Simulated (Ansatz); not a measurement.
# Molecular dynamics of CaPH₅O₆

The input (input.yaml):

```yaml
accuracy: low
crystal:
  lattice:
    - [3.168712, -7.571, 0.0]
    - [3.168712, 7.571, 0.0]
    - [-2.788989, 0.0, 5.091468]
  atoms:
    - { symbol: Ca, position: [0.87638807, 0.516109, 0.6817208] }
    - { symbol: Ca, position: [0.66615126, 0.97400918, 0.34714238] }
    - { symbol: H, position: [0.62689643, 0.31404112, 0.11414649] }
    - { symbol: H, position: [0.40502942, 0.77960342, 0.66747572] }
    - { symbol: H, position: [-0.02210918, 0.93078255, 0.00457837] }
    - { symbol: H, position: [1.09165846, 0.10766327, 0.67829085] }
    - { symbol: H, position: [0.03400582, 0.89108207, 0.26131424] }
    - { symbol: H, position: [0.99232226, 0.13378036, 0.88058192] }
    - { symbol: H, position: [0.35155148, 0.37501663, 0.38229725] }
    - { symbol: H, position: [0.47365248, 0.46800372, 0.02771452] }
    - { symbol: H, position: [0.33996581, 0.18977328, 0.26602723] }
    - { symbol: H, position: [0.39186569, 0.55999429, 0.87037532] }
    - { symbol: P, position: [0.37196741, 0.03928291, 0.69645079] }
    - { symbol: P, position: [0.07942761, 0.43807116, 0.24982846] }
    - { symbol: O, position: [0.53554655, 0.30457244, 0.96011961] }
    - { symbol: O, position: [0.32782217, 0.59806515, 0.51252186] }
    - { symbol: O, position: [0.52657088, 0.11097258, 0.5397387] }
    - { symbol: O, position: [0.14231362, 0.56851381, 0.06337052] }
    - { symbol: O, position: [0.12047595, 0.928594, 0.57944022] }
    - { symbol: O, position: [0.95662465, 0.1714487, 0.14693805] }
    - { symbol: O, position: [0.37878369, 0.87575621, 0.80518105] }
    - { symbol: O, position: [0.86590856, 0.37164556, 0.32362912] }
    - { symbol: O, position: [0.05229392, 0.88362481, 0.08554497] }
    - { symbol: O, position: [0.98855861, 0.11502955, 0.7091544] }
    - { symbol: O, position: [0.48343999, 0.38221199, 0.41810823] }
    - { symbol: O, position: [0.43514114, 0.58001623, 1.04825995] }
basis:
  ecutwfc: 420.0
kpoints:
  mp_grid: { grid: [2, 2, 2] }
hamiltonian:
  xc: pbesol
scf:
  occupations: { method: fermi_dirac, width: 0.05 }
  lower_state_search: "off"
md:
  timestep: 0.5
  n_steps: 200
  ensemble: nvt_langevin
  temperature: 1920.0
  initial_velocities: maxwell_boltzmann
  seed: 315814
  friction: 0.01
```

Run as:

```bash
$ ansatz run input.yaml --threads 1 --pin off --max-ram 3072MiB --backend cpu --events-out ev --progress --plain --runs-dir out
```

It goes on from the last frame of an earlier run, with new velocities.

Output, in part (step lines):

```
md step     0: t =     0.00 fs  T =  1846.2 K  F+E_penalty+E_count = -11966.99903748 eV  E_kin = 6.204480 eV  (10 SCF iters)
md step     1: t =     0.50 fs  T =  1849.9 K  F+E_penalty+E_count = -11966.96387800 eV  E_kin = 6.217058 eV  (9 SCF iters)
md step     2: t =     1.00 fs  T =  1799.5 K  F+E_penalty+E_count = -11966.87219397 eV  E_kin = 6.047549 eV  (9 SCF iters)
md step     3: t =     1.50 fs  T =  1770.4 K  F+E_penalty+E_count = -11966.75438413 eV  E_kin = 5.949873 eV  (9 SCF iters)
md step     4: t =     2.00 fs  T =  1756.5 K  F+E_penalty+E_count = -11966.63595166 eV  E_kin = 5.903296 eV  (9 SCF iters)
md step     5: t =     2.50 fs  T =  1705.1 K  F+E_penalty+E_count = -11966.53633398 eV  E_kin = 5.730383 eV  (6 SCF iters)
md step     6: t =     3.00 fs  T =  1786.4 K  F+E_penalty+E_count = -11966.44795997 eV  E_kin = 6.003558 eV  (7 SCF iters)
md step     7: t =     3.50 fs  T =  1735.7 K  F+E_penalty+E_count = -11966.35443722 eV  E_kin = 5.833270 eV  (6 SCF iters)
[... lines left out ...]
md step   200: t =   100.00 fs  T =  2086.6 K  F+E_penalty+E_count = -11964.08668967 eV  E_kin = 7.012588 eV  (9 SCF iters)
```

The steps, from the saved trajectory:

```json
{"time (fs)": "0.0", "T (K)": "1846", "potential energy less start (eV)": "0.000"}
{"time (fs)": "3.0", "T (K)": "1786", "potential energy less start (eV)": "0.551"}
{"time (fs)": "6.0", "T (K)": "1575", "potential energy less start (eV)": "1.577"}
{"time (fs)": "9.0", "T (K)": "1847", "potential energy less start (eV)": "1.305"}
{"time (fs)": "12.0", "T (K)": "1867", "potential energy less start (eV)": "1.208"}
{"time (fs)": "15.0", "T (K)": "1925", "potential energy less start (eV)": "1.176"}
{"time (fs)": "18.0", "T (K)": "1885", "potential energy less start (eV)": "1.661"}
{"time (fs)": "21.0", "T (K)": "1923", "potential energy less start (eV)": "2.106"}
{"time (fs)": "24.0", "T (K)": "1811", "potential energy less start (eV)": "2.321"}
{"time (fs)": "27.0", "T (K)": "1595", "potential energy less start (eV)": "2.790"}
{"time (fs)": "30.0", "T (K)": "1737", "potential energy less start (eV)": "2.850"}
{"time (fs)": "33.0", "T (K)": "1957", "potential energy less start (eV)": "1.834"}
{"time (fs)": "36.0", "T (K)": "1830", "potential energy less start (eV)": "2.053"}
{"time (fs)": "39.0", "T (K)": "2195", "potential energy less start (eV)": "1.295"}
{"time (fs)": "42.0", "T (K)": "1800", "potential energy less start (eV)": "2.220"}
{"time (fs)": "45.0", "T (K)": "1809", "potential energy less start (eV)": "2.910"}
{"time (fs)": "48.0", "T (K)": "1846", "potential energy less start (eV)": "3.097"}
{"time (fs)": "51.0", "T (K)": "2115", "potential energy less start (eV)": "2.544"}
{"time (fs)": "54.0", "T (K)": "1939", "potential energy less start (eV)": "2.750"}
{"time (fs)": "57.0", "T (K)": "1955", "potential energy less start (eV)": "2.282"}
{"time (fs)": "60.0", "T (K)": "1652", "potential energy less start (eV)": "3.194"}
{"time (fs)": "63.0", "T (K)": "1628", "potential energy less start (eV)": "3.261"}
{"time (fs)": "66.0", "T (K)": "1783", "potential energy less start (eV)": "2.869"}
{"time (fs)": "69.0", "T (K)": "1679", "potential energy less start (eV)": "3.172"}
{"time (fs)": "72.0", "T (K)": "1799", "potential energy less start (eV)": "2.919"}
{"time (fs)": "75.0", "T (K)": "2195", "potential energy less start (eV)": "1.905"}
{"time (fs)": "78.0", "T (K)": "1830", "potential energy less start (eV)": "2.736"}
{"time (fs)": "81.0", "T (K)": "1948", "potential energy less start (eV)": "2.336"}
{"time (fs)": "84.0", "T (K)": "2103", "potential energy less start (eV)": "2.434"}
{"time (fs)": "87.0", "T (K)": "2098", "potential energy less start (eV)": "2.061"}
{"time (fs)": "90.0", "T (K)": "1805", "potential energy less start (eV)": "3.211"}
{"time (fs)": "93.0", "T (K)": "1914", "potential energy less start (eV)": "3.090"}
{"time (fs)": "96.0", "T (K)": "1701", "potential energy less start (eV)": "3.965"}
{"time (fs)": "99.0", "T (K)": "2194", "potential energy less start (eV)": "2.575"}
```

All steps were run. A run of 0.1 ps of so small a system gives no equilibrium averages. Limits of this set-up: coarse k mesh, low accuracy level.

Mean squared displacements from the first frame to the last, about the centre of mass: Ca 0.50 Å², H 1.94 Å², P 0.14 Å², O 0.44 Å².

Last frame:

```xyz
26
Lattice="3.1687 -7.5710 0.0000 3.1687 7.5710 0.0000 -2.7890 0.0000 5.0915" Properties=species:S:1:pos:R:3
Ca 2.795 -3.095 3.846
Ca 3.796 2.902 1.453
H 3.716 -0.630 -0.534
H 2.020 3.071 3.238
H 3.183 6.485 0.442
H 1.762 -7.348 3.256
H 1.849 5.715 1.023
H 1.938 -6.022 3.746
H 2.819 -0.980 2.535
H 4.846 0.373 -0.193
H 1.733 -0.297 1.738
H 1.657 1.517 3.942
P -0.432 -2.342 3.618
P 0.715 2.310 1.370
O -0.076 -1.125 4.910
O 1.767 2.260 2.703
O 0.713 -3.040 3.104
O 1.567 3.050 0.207
O 1.778 5.674 2.626
O 3.431 -6.572 0.761
O 1.983 4.103 4.578
O 2.673 -4.619 2.156
O 2.443 5.977 0.279
O 1.364 -6.438 3.256
O 1.823 -0.806 2.583
O 1.358 1.139 4.835
```

Run time: 19 min on 1 thread of Arm Neoverse V2, on a shared host, peak memory 0.65 GiB.
